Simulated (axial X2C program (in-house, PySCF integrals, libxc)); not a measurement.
**A two-component session on MoGe: properties at the nuclei**

Wanted for MoGe: properties at the nuclei, at the two-component level.

The runs use an in-house X2C program for linear molecules on PySCF integrals; two-component X2C with atomic mean-field terms, Mo dyall-cv3z, Ge dyall-cv3z.

All values are calculated.

## (1) Input

task.json reads:

```json
{
 "zs": [
  42,
  32
 ],
 "q": 0,
 "bas": [
  "dyall-cv3z",
  "dyall-cv3z"
 ],
 "r0": 2.59,
 "levels": [
  "PBE0",
  "HF",
  "BHandHLYP",
  "B3LYP",
  "r2SCAN"
 ],
 "nst": 3
}
```

Keys: zs atomic numbers; q charge; bas basis sets; r0 starting distance in Å; levels methods (HF also brings MP2); nst determinants followed.

Run with:

```bash
python soeom.py task.json out
```

The runs that follow: Expectation values, lowest determinant; Expectation values, a higher determinant; Expectation values, a higher determinant.

What does the calculation give? Wanted: lowest determinant; Eeff magnitude; Ws magnitude Mo; A∥/gI Mo; qzz Mo; higher determinant (for each run or level that gives them).

As calculated:

| quantity | value |
| --- | --- |
| lowest determinant | Ω = 3 (excess of +ω over −ω: ω = 1/2, ω = 5/2) |
| Eeff magnitude (GV/cm), PBE0 | 1.1 |
| Ws magnitude Mo (kHz), PBE0 | 0.206 |
| A∥/gI Mo (MHz), PBE0 | 374 |
| qzz Mo (a.u.), PBE0 | -0.21 |
| higher determinant | Ω = 1 (excess of +ω over −ω: ω = -3/2, ω = 5/2) |
| Eeff magnitude (GV/cm), PBE0, higher determinant | 1.1 |
| Ws magnitude Mo (kHz), PBE0, higher determinant | 0.733 |
| A∥/gI Mo (MHz), PBE0, higher determinant | 1000 |
| qzz Mo (a.u.), PBE0, higher determinant | -0.20 |
| higher determinant | Ω = 2 (excess of +ω over −ω: 2 × ω = 1/2, ω = -3/2, ω = 5/2) |
| Eeff magnitude (GV/cm), PBE0, higher determinant | 3.41 |
| Ws magnitude Mo (kHz), PBE0, higher determinant | 0.35 |
| A∥/gI Mo (MHz), PBE0, higher determinant | 915 |
| qzz Mo (a.u.), PBE0, higher determinant | 0.37 |

In the first state, the effective field runs from 0.882 to 1.3 GV/cm over the mean-field levels. The expectation values come from single determinants, which for open shells can mix terms of unlike spin or miss the lowest Ω, so a determinant need not be a state. Eeff is the effective electric field on the electron dipole moment in this Ω state and Ws the scalar–pseudoscalar constant (defined with the proton number Z and per Ω); A∥ is the parallel hyperfine constant, which follows by multiplying with the nuclear g factor gI = μI/(I μN); qzz is the electric field gradient, eQq0 = 234.96 MHz × Q/barn × qzz; μ is positive if Ge is the positive end. The operators were transformed with the bare-nucleus X2C matrices.
